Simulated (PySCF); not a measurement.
**[Pr(CH3)2]+: other functionals and bases at one geometry**

Aim: see how levels, charges and forces of [Pr(CH3)2]+ depend on the level of theory. The structure is generated, not taken from experiment.

Method: several levels, as the steps say, no spin–orbit coupling; program: PySCF 2.14.0.

1 further run of the same task is left out (for a known fault of the program).

## 1. Starting geometry

9 atoms, charge 1, spin multiplicity 1.

Bond lengths: Pr1–C2 2.343 Å, Pr1–H3 2.945 Å, Pr1–H4 2.934 Å, Pr1–H5 2.943 Å, Pr1–C6 2.343 Å, Pr1–H7 2.945 Å, Pr1–H8 2.934 Å, Pr1–H9 2.943 Å, C2–H3 1.108 Å, C2–H4 1.107 Å, C2–H5 1.109 Å, C6–H7 1.108 Å, C6–H8 1.107 Å, C6–H9 1.109 Å. Angles: C2–Pr1–H3 20.4°, C2–Pr1–H4 20.6°, C2–Pr1–H5 20.5°, C2–Pr1–C6 102.9°, C2–Pr1–H7 117.3°, C2–Pr1–H8 83.2°, C2–Pr1–H9 106.5°, H3–Pr1–H4 35.4°, H3–Pr1–H5 35.2°, H3–Pr1–C6 117.3°, H3–Pr1–H7 134.9°, H3–Pr1–H8 99.6°, H3–Pr1–H9 114.5°, H4–Pr1–H5 35.3°, H4–Pr1–C6 83.2°, H4–Pr1–H7 99.6°, H4–Pr1–H8 64.3°, H4–Pr1–H9 85.9° and more.

Geometry (Å):

```xyz
9
C2H6Pr
Pr    0.00000    0.00000   -0.20128
C     1.82829   -0.11956    1.25933
H     2.66913    0.52135    0.92773
H     1.54948    0.19883    2.28204
H     2.22579   -1.15157    1.34115
C    -1.82829    0.11956    1.25933
H    -2.66913   -0.52135    0.92773
H    -1.54948   -0.19883    2.28204
H    -2.22579    1.15157    1.34115
```

Formal oxidation states: Pr +3. Each metal's 2 4f electrons lie in its core potential, so multiplicities, spins and levels count the valence alone. An earlier session relaxed this geometry at PBE0, Pr lcecp-1-SVP with ECP48, C def2-SVP, H def2-SVP (singlet, point group C2).

At PBE0 on the finer grid: E = -112.263096 Eh, HOMO -11.28 eV, LUMO -6.74 eV, Mulliken charge on Pr1 +1.32 e, largest force component 0.011 eV/Å. 

Levels to run: TPSSh; revPBE; PBE0, TZVP. Hardware: 2 threads of Arm Neoverse V2, shared host.

## 2. TPSSh

run.py (the lines that set the calculation)

```python
mol = gto.M(atom='''
Pr     0.00000     0.00000    -0.20128
C      1.82829    -0.11956     1.25933
H      2.66913     0.52135     0.92773
H      1.54948     0.19883     2.28204
H      2.22579    -1.15157     1.34115
C     -1.82829     0.11956     1.25933
H     -2.66913    -0.52135     0.92773
H     -1.54948    -0.19883     2.28204
H     -2.22579     1.15157     1.34115''',
    basis={'Pr': 'lcecp-1-SVP', 'C': 'def2-SVP', 'H': 'def2-SVP'},
    ecp={'Pr': 'lcecp-1-SVP'},
    charge=1, spin=0)
mf = dft.RKS(mol, xc='TPSSH')
mf.grids.atom_grid = (75, 302)  # f atoms: unpruned, at least (60, 302)
mf = mf.density_fit()  # fitting sets: Pr AutoAux, C def2-universal-JKFIT, H def2-universal-JKFIT
mf.conv_tol = 1e-08; mf.max_cycle = 55
mf.kernel(dm0)  # dm0: the density of the relaxed state
```

Run with:

```bash
$ OMP_NUM_THREADS=2 python run.py
```

## 3. revPBE

Changes to run.py (the lines that set the calculation) since step 2:

```diff
@@ -13,3 +13,3 @@
     charge=1, spin=0)
-mf = dft.RKS(mol, xc='TPSSH')
+mf = dft.RKS(mol, xc='PBE_R,PBE')
 mf.grids.atom_grid = (75, 302)  # f atoms: unpruned, at least (60, 302)
```

## 4. PBE0, TZVP

Basis: Pr lcecp-1-TZVP with ECP48, C def2-TZVP, H def2-TZVP. 

Changes to run.py (the lines that set the calculation) since step 3:

```diff
@@ -10,6 +10,6 @@
 H     -2.22579     1.15157     1.34115''',
-    basis={'Pr': 'lcecp-1-SVP', 'C': 'def2-SVP', 'H': 'def2-SVP'},
-    ecp={'Pr': 'lcecp-1-SVP'},
+    basis={'Pr': 'lcecp-1-TZVP', 'C': 'def2-TZVP', 'H': 'def2-TZVP'},
+    ecp={'Pr': 'lcecp-1-TZVP'},
     charge=1, spin=0)
-mf = dft.RKS(mol, xc='PBE_R,PBE')
+mf = dft.RKS(mol, xc='PBE0')
 mf.grids.atom_grid = (75, 302)  # f atoms: unpruned, at least (60, 302)
@@ -17,2 +17,2 @@
 mf.conv_tol = 1e-08; mf.max_cycle = 55
-mf.kernel(dm0)  # dm0: the density of the relaxed state
+mf.kernel(dm0)  # dm0: free metal ions and neutral atoms
```

Q: Predict the outcome of this session. Wanted: for each run, HOMO; gap; charge on Pr1; dipole; largest force.

**Answer**, as computed:

| level | state | HOMO (eV) | gap (eV) | charge on Pr1 (e) | dipole (D) | largest force (eV/Å) | basis functions | time |
| --- | --- | --- | --- | --- | --- | --- | --- | --- |
| PBE0 (relaxed here) | singlet | -11.28 | 4.53 | 1.32 | 3.78 | 0.01 | 91 | 14 s |
| TPSSh | singlet | -10.62 | 3.61 | 1.32 | 3.75 | 0.30 | 91 | 7.9 s |
| revPBE | singlet | -10.14 | 2.69 | 1.21 | 3.29 | 0.29 | 91 | 5.5 s |
| PBE0, TZVP | singlet | -11.24 | 4.52 | 1.59 | 3.91 | 0.28 | 145 | 12 s |

Times are on 2 threads of Arm Neoverse V2, shared host; the first row also made further properties. The dipole of a charged species depends on the origin, so these sizes hold for this origin alone.

In one basis the HOMO–LUMO gap runs from 2.69 eV (revPBE) to 4.53 eV (PBE0). The largest leftover force, 0.30 eV/Å with TPSSh, stands at a geometry relaxed at another level. The Mulliken charge on Pr spans +1.21 to +1.59 e over the levels. With 4f in the core, its levels are missing from HOMO and gap. Total energies of different levels can't be compared. Spin–orbit coupling is left out throughout.
